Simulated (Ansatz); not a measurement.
# Al (Aluminum): the cost of one run

Method: DFT r2SCAN, scalar-relativistic, plane waves, PAW, in Ansatz 0.2.0.

1 further run of the same task is left out (set aside as unsound or not needed).

**1. The starting structure**

It takes space group Fm-3m (No. 225, cubic). The conventional cell has a = 3.992 Å, b = 3.992 Å, c = 3.992 Å, α = 90.00°, β = 90.00°, γ = 90.00°. Al (site symmetry m-3m) has 12 Al at 2.82 Å as nearest neighbours.

Structure file:

```
CELL_PARAMETERS angstrom
0.00000 1.99600 1.99600
1.99600 0.00000 1.99600
1.99600 1.99600 0.00000
ATOMIC_POSITIONS crystal
Al 0.00000 0.00000 0.00000
```

This cell was relaxed beforehand with the same method: volume 15.90 Å³/atom, gap on the mesh none (metal).

**2. Static run: bands, density of states and charges**

The input, input.yaml:

```yaml
crystal:
  lattice:
    - [0.0, 1.9960030641, 1.9960030641]
    - [1.9960030641, 0.0, 1.9960030641]
    - [1.9960030641, 1.9960030641, 0.0]
  atoms:
    - { symbol: Al, position: [0.0, 0.0, 0.0] }
basis:
  ecutwfc: 500
kpoints:
  mp_grid: { grid: [18, 18, 18] }
  band_path:
    path:
      - [[0.0, 0.0, 0.0], [0.5, 0.0, 0.5], [0.625, 0.25, 0.625]]
      - [[0.375, 0.375, 0.75], [0.0, 0.0, 0.0], [0.5, 0.5, 0.5], [0.5, 0.25, 0.75], [0.5, 0.0, 0.5]]
    npoints: 14
hamiltonian:
  xc: r2scan
scf:
  occupations: { method: gaussian, width: 0.1 }
  n_extra_bands: 6
output:
  forces: true
  stress: true
  eigenvalues: true
  populations: true
  dos: { projected: true, de: 0.02, nscf_kmesh: { grid: [27, 27, 27] } }
  bader: true
  write_density: true
  write_potential: true
  elf: true
  volumetric_format: npy
```

Command:

```console
> ansatz run input.yaml --threads 1 --pin off --max-ram 2560MiB --backend cpu --events-out ev --progress --plain --runs-dir out
```

What time and memory should one allow on 1 thread of Intel Xeon 6975P-C (Granite Rapids), shared host?

About 7 s, with a peak of 0.37 GiB.
